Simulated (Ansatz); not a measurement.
Geometry optimisation, DFT PBE, scalar-relativistic, plane waves, PAW in Ansatz 0.2.0.

Input:

```yaml
crystal:
  lattice:
    - [7.67918, 0.0, 0.0]
    - [3.83959, 6.650365, 0.0]
    - [0.0, 0.0, 17.418765]
  atoms:
    - { symbol: H, position: [0.1666667, 0.1666667, 0.0574094] }
    - { symbol: H, position: [0.6666667, 0.1666667, 0.0574094] }
    - { symbol: H, position: [0.1666667, 0.6666667, 0.0574094] }
    - { symbol: H, position: [0.6666667, 0.6666667, 0.0574094] }
    - { symbol: Si, position: [0.1666667, 0.1666667, 0.1435234] }
    - { symbol: Si, position: [0.6666667, 0.1666667, 0.1435234] }
    - { symbol: Si, position: [0.1666667, 0.6666667, 0.1435234] }
    - { symbol: Si, position: [0.6666667, 0.6666667, 0.1435234] }
    - { symbol: Si, position: [-0.1666667, 0.3333333, 0.1885181] }
    - { symbol: Si, position: [0.3333333, 0.3333333, 0.1885181] }
    - { symbol: Si, position: [-0.1666667, 0.8333333, 0.1885181] }
    - { symbol: Si, position: [0.3333333, 0.8333333, 0.1885181] }
    - { symbol: Si, position: [-0.1666667, 0.3333333, 0.3235024] }
    - { symbol: Si, position: [0.3333333, 0.3333333, 0.3235024] }
    - { symbol: Si, position: [-0.1666667, 0.8333333, 0.3235024] }
    - { symbol: Si, position: [0.3333333, 0.8333333, 0.3235024] }
    - { symbol: Si, position: [0.0, 0.0, 0.3684971] }
    - { symbol: Si, position: [0.5, 0.0, 0.3684971] }
    - { symbol: Si, position: [0.0, 0.5, 0.3684971] }
    - { symbol: Si, position: [0.5, 0.5, 0.3684971] }
    - { symbol: Cl, position: [-0.0203631, 0.2629953, 0.5074278] }
    - { symbol: H, position: [-0.0842049, 0.4410751, 0.533262] }
basis:
  ecutwfc: 420.0
kpoints:
  mp_grid: { grid: [2, 2, 1] }
hamiltonian:
  xc: pbe
  pseudopotentials: { kind: paw, azcp: { folder: soft_1 } }
scf:
  occupations: { method: gaussian, width: 0.02 }
  lower_state_search: "off"
relax:
  f_tol: 0.03
  max_steps: 60
  adjacent_minimum: "off"
  constraints: [{ sites: [0, 1, 2, 3, 4, 5, 6, 7] }]
output:
  write_density: true
  write_potential: true
  elf: true
  volumetric_format: npy
```

Run as:

```bash
$ ansatz run input.yaml --threads 1 --pin off --max-ram 3072MiB --backend cpu --events-out ev --progress --plain --runs-dir out
```

Question: Where does it end, and by what steps?

Answer: It converged. The force dipped under the threshold on the way, but the program's further checks kept it going. Limits of this set-up: coarse k mesh, thin slab, slab without dipole correction, no dispersion correction for a molecule that may bind weakly. After 37 steps the energy has fallen by 3.874 eV; H22 moved furthest, 3.12 Å. Parted: Cl21–H22 (1.28 → 3.75 Å). Joined: Si19–Cl21 (3.08 → 2.10 Å), Si20–H22 (4.15 → 1.50 Å).

```json
{"step": "0", "energy less start (eV)": "0.0000", "largest force component (eV/Å)": "1.050", "accepted": "yes"}
{"step": "2", "energy less start (eV)": "-0.3911", "largest force component (eV/Å)": "0.287", "accepted": "yes"}
{"step": "4", "energy less start (eV)": "-0.5288", "largest force component (eV/Å)": "0.494", "accepted": "yes"}
{"step": "6", "energy less start (eV)": "-0.8526", "largest force component (eV/Å)": "0.583", "accepted": "yes"}
{"step": "8", "energy less start (eV)": "-0.9463", "largest force component (eV/Å)": "0.199", "accepted": "yes"}
{"step": "10", "energy less start (eV)": "-0.9785", "largest force component (eV/Å)": "0.893", "accepted": "yes"}
{"step": "12", "energy less start (eV)": "-1.0115", "largest force component (eV/Å)": "0.572", "accepted": "yes"}
{"step": "14", "energy less start (eV)": "-1.0452", "largest force component (eV/Å)": "0.062", "accepted": "yes"}
{"step": "16", "energy less start (eV)": "-1.0858", "largest force component (eV/Å)": "0.150", "accepted": "yes"}
{"step": "18", "energy less start (eV)": "-1.3078", "largest force component (eV/Å)": "0.283", "accepted": "yes"}
{"step": "20", "energy less start (eV)": "-1.6067", "largest force component (eV/Å)": "0.834", "accepted": "yes"}
{"step": "22", "energy less start (eV)": "-2.0447", "largest force component (eV/Å)": "1.791", "accepted": "yes"}
{"step": "24", "energy less start (eV)": "-2.9227", "largest force component (eV/Å)": "1.606", "accepted": "yes"}
{"step": "26", "energy less start (eV)": "-3.5163", "largest force component (eV/Å)": "0.873", "accepted": "yes"}
{"step": "28", "energy less start (eV)": "-3.5690", "largest force component (eV/Å)": "1.460", "accepted": "no"}
{"step": "30", "energy less start (eV)": "-3.7763", "largest force component (eV/Å)": "0.310", "accepted": "yes"}
{"step": "32", "energy less start (eV)": "-3.8599", "largest force component (eV/Å)": "0.110", "accepted": "yes"}
{"step": "34", "energy less start (eV)": "-3.8704", "largest force component (eV/Å)": "0.028", "accepted": "yes"}
{"step": "36", "energy less start (eV)": "-3.8731", "largest force component (eV/Å)": "0.032", "accepted": "yes"}
{"step": "37", "energy less start (eV)": "-3.8741", "largest force component (eV/Å)": "0.016", "accepted": "yes"}
```

```xyz
22
Lattice="7.6792 0.0000 0.0000 3.8396 6.6504 0.0000 0.0000 0.0000 17.4188" Properties=species:S:1:pos:R:3
H 1.920 1.108 1.000
H 5.759 1.108 1.000
H 3.840 4.434 1.000
H 7.679 4.434 1.000
Si 1.920 1.108 2.500
Si 5.759 1.108 2.500
Si 3.840 4.434 2.500
Si 7.679 4.434 2.500
Si 0.007 2.222 3.221
Si 3.848 2.211 3.288
Si 1.920 5.533 3.252
Si 5.721 5.566 3.359
Si 0.173 2.120 5.556
Si 3.994 2.023 5.641
Si 1.998 5.474 5.604
Si 6.181 5.432 5.795
Si 0.278 -0.211 5.751
Si 4.112 -0.041 6.833
Si 2.102 3.229 6.332
Si 5.908 3.159 6.398
Cl 1.976 3.257 8.429
H -1.735 3.120 7.897
```

Whether the end is a true minimum wasn't checked by a vibrational analysis.

The run took 5.3 min on 1 thread of Intel(R) Xeon(R) Platinum 8488C (Sapphire Rapids), with other jobs on the host, peak memory 1 GiB.
